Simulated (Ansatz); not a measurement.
# CH6SeSn: basis-set convergence

How large a basis does CH6SeSn need? Two functionals are run in growing sets.

Method: one geometry, several basis sets; program: Ansatz 0.2.0, Gaussian basis.

The runs, in order: PBE0-D4/def2-SVP; ωB97M-V/def2-SVP; PBE0-D4/def2-QZVPP; ωB97M-V/def2-QZVPP; the functionals' def2-TZVPP values are taken from earlier runs.

## (1) Structure used throughout

An earlier PBE0-D4 in a triple-zeta def2 set relaxation fixed the geometry. Sn takes the def2 core potential; no spin-orbit term is included.

SMILES `[CH3][SnH2][SeH]`, 9 atoms, charge 0, spin multiplicity 1.

Atoms are counted from 1 here; the program's logs count them from 0.

Bond lengths: C1–Sn2 2.136 Å, C1–H4 1.089 Å, C1–H5 1.090 Å, C1–H6 1.091 Å, Sn2–Se3 2.540 Å, Sn2–H7 1.710 Å, Sn2–H8 1.707 Å, Se3–H9 1.469 Å. Angles: Sn2–C1–H4 109.4°, Sn2–C1–H5 109.6°, Sn2–C1–H6 110.1°, H4–C1–H5 109.2°, H4–C1–H6 109.5°, H5–C1–H6 109.2°, C1–Sn2–Se3 109.5°, C1–Sn2–H7 111.1°, C1–Sn2–H8 112.0°, Se3–Sn2–H7 109.1°, Se3–Sn2–H8 104.3°, H7–Sn2–H8 110.6°, Sn2–Se3–H9 92.1°.

As a file:

```csv
atom,x (Å),y (Å),z (Å)
C1,-0.1745,1.1575,-0.7437
Sn2,0.3005,-0.8501,-0.1907
Se3,0.6444,-0.9766,2.3224
H4,0.6291,1.8198,-0.4237
H5,-1.1020,1.4602,-0.2582
H6,-0.2959,1.2292,-1.8253
H7,-0.9530,-1.9236,-0.6380
H8,1.7914,-1.3595,-0.8478
H9,-0.7514,-0.6032,2.5879
```

## (2) PBE0-D4 in def2-SVP

File in.yaml:

```yaml
crystal:
  periodic: [false, false, false]
  atoms:
    - {symbol: C, position_ang: [-0.174508, 1.157506, -0.743702]}
    - {symbol: Sn, position_ang: [0.300464, -0.850077, -0.190708]}
    - {symbol: Se, position_ang: [0.644361, -0.976603, 2.322390]}
    - {symbol: H, position_ang: [0.629104, 1.819821, -0.423676]}
    - {symbol: H, position_ang: [-1.102039, 1.460198, -0.258215]}
    - {symbol: H, position_ang: [-0.295940, 1.229199, -1.825294]}
    - {symbol: H, position_ang: [-0.953035, -1.923562, -0.638004]}
    - {symbol: H, position_ang: [1.791372, -1.359519, -0.847844]}
    - {symbol: H, position_ang: [-0.751380, -0.603163, 2.587854]}
basis:
  gaussian: {orbitals: def2-SVP}
hamiltonian: {xc: pbe0, dispersion: d4}
output: {orbitals: {seedname: orbitals}}
```

The runs that follow: ωB97M-V in def2-SVP; PBE0-D4 in def2-QZVPP; ωB97M-V in def2-QZVPP.

**Question.** What will the summary of the whole plan be? Wanted: PBE0-D4: double and triple zeta above quadruple; ωB97M-V: double and triple zeta above quadruple.

The runs gave:

```
                                       quantity           value
PBE0-D4: double and triple zeta above quadruple  11.08, 1.51 eV
ωB97M-V: double and triple zeta above quadruple  11.15, 1.47 eV
```

**Reading.** PBE0-D4 gains 9.57 eV from double to triple zeta, then 1.51 eV more. Total energies overstate the basis error of differences, where much of it tends to cancel. The LUMO of ωB97M-V is positive and keeps falling with the basis (1.66 to 0.90 eV): an unbound level that the basis holds in place.
